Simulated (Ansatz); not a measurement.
Working through a ladder of methods at one geometry of BH6NSeSi, SMILES B[SiH](N)[SeH]

With the Python package of Ansatz (0.2.0).

At the Python prompt:
```pycon
>>> import ansatz as az
>>> geometry = (
...     az.Crystal.molecule()
...     .atom("B", (-1.1708, 0.9877, -0.3901))
...     .atom("Si", (0.355, 0.02, 0.0994))
...     .atom("N", (-0.1669, -1.4701, 0.937))
...     .atom("Se", (1.6096, -0.5123, -1.7786))
...     .atom("H", (-1.8621, 0.6186, -1.3214))
...     .atom("H", (-1.8103, 1.6019, 0.4565))
...     .atom("H", (1.2276, 0.841, 0.9914))
...     .atom("H", (0.7832, -1.9468, 1.2202))
...     .atom("H", (-0.5988, -1.1576, 1.8779))
...     .atom("H", (1.7168, 0.9663, -2.0893))
... )
>>> base = geometry.calculation().basis(gaussian="def2-SVP")
>>> methods = ["mp2", "ccsd", "ccsd_t"]
>>> batch = az.Session.batch([base.correlation(m).input() for m in methods])
>>> reports = sorted(batch.plan().execute().molecular_reports, key=lambda each: each["member"])

>>> print(f"Hartree-Fock reference {reports[0]['reference_energy_ev'] / 27.211386246:.6f} Ha")
Hartree-Fock reference -2770.933940 Ha
>>> best = reports[-1]["free_energy_ev"] - reports[-1]["reference_energy_ev"]
>>> for method, each in zip(methods, reports):
...     gained = each["free_energy_ev"] - each["reference_energy_ev"]
...     print(f"{method:8s} total {each['free_energy_ev'] / 27.211386246:.6f} Ha  correlation {gained:9.4f} eV  ({100 * gained / best:.1f} % of the last)")
...
mp2      total -2771.525955 Ha  correlation  -16.1096 eV  (90.1 % of the last)
ccsd     total -2771.573758 Ha  correlation  -17.4103 eV  (97.3 % of the last)
ccsd_t   total -2771.591229 Ha  correlation  -17.8857 eV  (100.0 % of the last)
```

Notes:
- Total energies depend on the basis set; only differences at equal settings carry meaning.
- The geometry is a force-field or estimated start, not a minimum of this method, and the basis set is short of its limit. A lower total doesn't mark the better method: functionals have no common bound, and MP2 and coupled cluster aren't variational.
- Inner cores stay frozen; a filled d shell under the valence of the heavier atoms is correlated with it.

(Lines on the test bed's own set-up are left out of the output.)
